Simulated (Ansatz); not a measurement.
# TiNCl+ (doublet): wave-function methods side by side, def2-SVP

One table from this session's results is given with a row withheld; the runs are named, their logs left out.

Program: Ansatz 0.2.0, Gaussian basis. Level of theory: def2-SVP, core rule «outside noble gas», up to 15 orbitals frozen. These are calculated values, not measurements.

Plan: UHF; CCSD(T) on ROHF; CCSD(T) on UHF; CISD as a restricted active space (open shells left free, so some higher excitations enter); CCSDT(Q) on ROHF; CCSDT(Q) on UHF; CASSCF and MRCISD+Q, 9 electrons in 9 orbitals; CASSCF and NEVPT2, 9 electrons in 9 orbitals.

9 further runs of the same task are left out: 3 that didn't finish, 6 set aside as unsound or not needed. Runs told in other sessions of the task aren't counted.

**The system**

The geometry is a PBE0/def2-TZVP stationary point (not a proven minimum) of the parent state, kept for this charge and spin.

3 atoms, charge 1, spin multiplicity 2.

Atoms are counted from 1 here; the program's logs count them from 0.

Bond lengths: Ti1–N2 1.545 Å, Ti1–Cl3 2.275 Å. Angles: N2–Ti1–Cl3 118.0°.

Set-up of the first run:

in.yaml reads:

```yaml
crystal:
  periodic: [false, false, false]
  atoms:
    - {symbol: Ti, position_ang: [0.000000, -0.356338, -0.660404]}
    - {symbol: N, position_ang: [0.000000, 0.806371, -1.677793]}
    - {symbol: Cl, position_ang: [0.000000, 0.162532, 1.554506]}
basis:
  gaussian: {orbitals: def2-SVP}
total_charge: 1
magnetization: {spin_polarized: true, initial_magnetization: 1}
hamiltonian: {xc: hf}
output: {orbitals: {seedname: orbitals}}
```

Started as:

```
$ ansatz run in.yaml --threads 1 --pin off --events-out ev --progress --plain --max-ram 2393MiB
```

Steps of the session up to this table: UHF; CCSD(T) on ROHF; CCSD(T) on UHF; CISD as a restricted active space (open shells left free, so some higher excitations enter); CCSDT(Q) on ROHF; CCSDT(Q) on UHF; CASSCF and MRCISD+Q, 9 electrons in 9 orbitals; CASSCF and NEVPT2, 9 electrons in 9 orbitals.

One table of the session follows, with a row left open; its other results are not shown here.

It belongs to the step «Misses and costs». 

```
           method  from RCCSDT(Q) (kJ/mol)
             ROHF                        ?
              UHF                  +1116.4
             RMP2                    +67.8
             UMP2                   +235.7
            RCCSD                    +83.4
            UCCSD                    +73.5
         RCCSD(T)                      0.0
         UCCSD(T)                     +9.4
           RCCSDT                     -5.8
           UCCSDT                     -9.6
        RCCSDT(Q)                        0
        UCCSDT(Q)                    -25.1
  CASSCF frontier                   +723.6
  NEVPT2 frontier                   +112.9
  MRCISD frontier                    +80.6
MRCISD+Q frontier                    +18.3
```

Estimate the missing values for ROHF.

As computed: from RCCSDT(Q) (kJ/mol): +1188.6. In the column «from RCCSDT(Q) (kJ/mol)» it is the highest.

Not comparable, so not listed: CISD as a restricted active space (open shells left free, so some higher excitations enter) (they don't share determinant, frozen orbitals or solution with the rows shown, or repeat one).

Caveats from the session: The determinant of HF (⟨S²⟩ 1.49) is far from a pure spin state, so its energy mixes those of several spin states; that is harmless only where they are near-degenerate. The determinant of CCSD(T) (⟨S²⟩ 1.49) is far from a pure spin state, so its energy mixes those of several spin states; high orders of coupled cluster remove much of that, low ones don't. The determinant of CCSDT(Q) (⟨S²⟩ 1.49) is far from a pure spin state, so its energy mixes those of several spin states; high orders of coupled cluster remove much of that, low ones don't. The program flags UCCSD(T) as in doubt, so read those rows with care; the flags are large difference. Warnings: spin contamination; large T1 diagnostic. Restricted and unrestricted rows rest on different reference determinants; a gap between their highest levels can come from leftover correlation error, from unlike frozen cores or from another state.
